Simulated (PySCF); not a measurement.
# InH: bond curves at several levels of theory

The task here is to estimate one member of a computed series from the others.

Program: PySCF 2.14.0. Level of theory: In cc-pVTZ-PP with ECP28, H cc-pVTZ, scalar-relativistic core potentials. These are calculated values, not measurements.

Set-up of the first run:

A driver script around PySCF takes these settings:

```
atoms                         : In, H
charge                        : 0
basis                         : In cc-pVTZ-PP with ECP28, H cc-pVTZ
Hamiltonian                   : scalar-relativistic core potentials
basis functions               : 53
electrons treated             : 22
masses in u                   : 114.9039, 1.0078
levels                        : PBE0, PBE, r²SCAN, BP86, MN15, TPSS, CAM-B3LYP, HF, MP2, SCS-MP2, CCSD, CCSD(T)
grid                          : 80 radial by 434 angular points
occupations                   : held fixed by the projection of orbital angular momentum
dissociation limit            : In + H, each in its ground configuration
starting distance in angstrom : 1.710
values of 2S to try           : 0, 2
```

Run with:

```console
$ OMP_NUM_THREADS=1 python dia.py task.json out
```

Steps of the session up to this table: Input; First curve: PBE0; Other states along the same grid; PBE; r²SCAN (meta-GGA); BP86; MN15; TPSS (meta-GGA); CAM-B3LYP (range-separated hybrid); RHF; Correlated methods on the Hartree–Fock reference.

One of the session's tables, all rows but one given; the rest of the session is left out.

It belongs to the step «The curves together». Energy (eV) from each level's lowest point:

| R (Å) | RHF | RHF-MP2 | RHF-SCS-MP2 | RHF-CCSD | RHF-CCSD(T) |
| --- | --- | --- | --- | --- | --- |
| 1.597 | 0.380 | 0.322 | 0.339 | n/a | n/a |
| 1.671 | 0.170 | 0.135 | 0.147 | 0.153 | 0.154 |
| 1.746 | 0.052 | 0.034 | 0.041 | 0.045 | 0.046 |
| 1.801 | 0.010 | 0.002 | 0.005 | 0.008 | 0.008 |
| 1.857 | 0.000 | 0.000 | 0.000 | 0.000 | 0.000 |
| 1.913 | 0.016 | 0.023 | 0.020 | 0.017 | 0.016 |
| 1.987 | ? | ? | ? | ? | ? |
| 2.080 | 0.172 | 0.197 | 0.185 | 0.172 | 0.168 |
| 2.191 | 0.334 | 0.371 | 0.352 | 0.330 | 0.325 |
| 2.340 | 0.589 | 0.639 | 0.612 | n/a | n/a |

Estimate the missing values for R (Å) = 1.987.

Worked estimate for «RHF». A straight line through the neighbours (1.913, 0.016) and (2.080, 0.172) gives 0.016 + (0.172 − 0.016) × (1.987 − 1.913) / (2.080 − 1.913) = 0.085; a parabola fitted to 4 rows on both sides gives 0.071.

As computed: RHF: 0.068; RHF-MP2: 0.084; RHF-SCS-MP2: 0.076; RHF-CCSD: 0.069; RHF-CCSD(T): 0.068. In «RHF» the line misses by +0.017 and the parabola by +0.003.
